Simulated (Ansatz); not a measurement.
**BeMgH₂ (triplet): the correlation ladder at a displaced geometry (v2), 6-31G**

How much of the correlation energy of BeMgH₂ (triplet) does each wave-function method recover here?

Method: 6-31G, core rule «outside noble gas», up to 6 orbitals frozen; program: Ansatz 0.2.0, Gaussian basis.

The runs, in order: UHF; CCSD(T) on ROHF; CCSD(T) on UHF; BCCD(T) on ROHF; CISD as a restricted active space (open shells left free, so some higher excitations enter); CCSDT(Q) on ROHF; CCSDT(Q) on UHF; CISDTQ; CCSDTQ on ROHF; CCSDTQ on UHF; CASSCF and MRCISD+Q, 6 electrons in 10 orbitals; CASSCF and NEVPT2, 6 electrons in 10 orbitals; Full CI.

23 further runs of the same task are left out: 3 for a known fault of the program, 9 that didn't finish, 11 set aside as unsound or not needed. Runs told in other sessions of the task aren't counted.

### Step 1. The system

The geometry is a PBE0/def2-TZVP stationary point (not a proven minimum) with its atoms shifted at random (size 0.100 Å).

4 atoms, charge 0, spin multiplicity 3.

Atoms are counted from 1 here; the program's logs count them from 0.

Bond lengths: Be1–H3 1.402 Å, Mg2–H3 1.985 Å, Mg2–H4 1.687 Å. Angles: H3–Mg2–H4 135.0°, Be1–H3–Mg2 96.9°.

### Step 2. UHF

Input file in.yaml:

```yaml
crystal:
  periodic: [false, false, false]
  atoms:
    - {symbol: Be, position_ang: [0.116078, -0.066825, 1.905501]}
    - {symbol: Mg, position_ang: [-0.048796, -0.031204, -0.653982]}
    - {symbol: H, position_ang: [0.027825, 1.022211, 1.026475]}
    - {symbol: H, position_ang: [0.110933, 0.327734, -2.294109]}
basis:
  gaussian: {orbitals: 6-31G}
magnetization: {spin_polarized: true, initial_magnetization: 2}
hamiltonian: {xc: hf}
output: {orbitals: {seedname: orbitals}}
```

The run is started by

```bash
$ ansatz run in.yaml --threads 1 --pin off --events-out ev --progress --plain --max-ram 2393MiB
```

After this run come: CCSD(T) on ROHF; CCSD(T) on UHF; BCCD(T) on ROHF; CISD as a restricted active space (open shells left free, so some higher excitations enter); CCSDT(Q) on ROHF; CCSDT(Q) on UHF; CISDTQ; CCSDTQ on ROHF; CCSDTQ on UHF; CASSCF and MRCISD+Q, 6 electrons in 10 orbitals; CASSCF and NEVPT2, 6 electrons in 10 orbitals; Full CI.

Before running them: what should the planned runs give, taken together? Wanted: FCI from the RHF energy; RMP2 from FCI; UMP2 from FCI; RCCSD from FCI; RCCSD(T) from FCI; UCCSD(T) from FCI; RCCSDT(Q) from FCI; UCCSDT(Q) from FCI; NEVPT2 valence from FCI.

**Answer**, as computed:

| quantity | value |
| --- | --- |
| FCI from the ROHF energy | -1.4283 eV |
| RMP2 from FCI | +483.8 meV |
| UMP2 from FCI | +480.5 meV |
| RCCSD from FCI | +37.4 meV |
| RCCSD(T) from FCI | +14.3 meV |
| UCCSD(T) from FCI | +14.1 meV |
| RCCSDT(Q) from FCI | +0.3 meV |
| UCCSDT(Q) from FCI | +0.1 meV |
| NEVPT2 valence from FCI | +92.8 meV |
| MRCISD+Q valence from FCI | +8.0 meV |
| levels within 1 kcal/mol (43 meV) | RCCSD, UCCSD, RCCSD(T), UCCSD(T), BCCD(T), RCCSDT, UCCSDT, CISDTQ, RCCSDT(Q), UCCSDT(Q), RCCSDTQ, UCCSDTQ, MRCISD valence, MRCISD+Q valence |
| T1 diagnostic | 0.022 |
| effectively unpaired electrons | 2.02 |

RCCSD(T) lands +14.3 meV from the yardstick (1.0 % of the correlation energy). One determinant dominates. Of the multireference levels listed MRCISD+Q valence comes nearest in total energy (+8.0 meV), which doesn't show that its space is the better one. These misses are within one basis, not against nature; the frozen cores of restricted and unrestricted runs differ, which can shift their rows.

Levels on UHF freeze UHF's core orbitals, full CI those of ROHF, so the U rows can settle a little off it for that reason alone.

With open shells the CI space here admits some higher excitations, so it is larger than plain CISD.
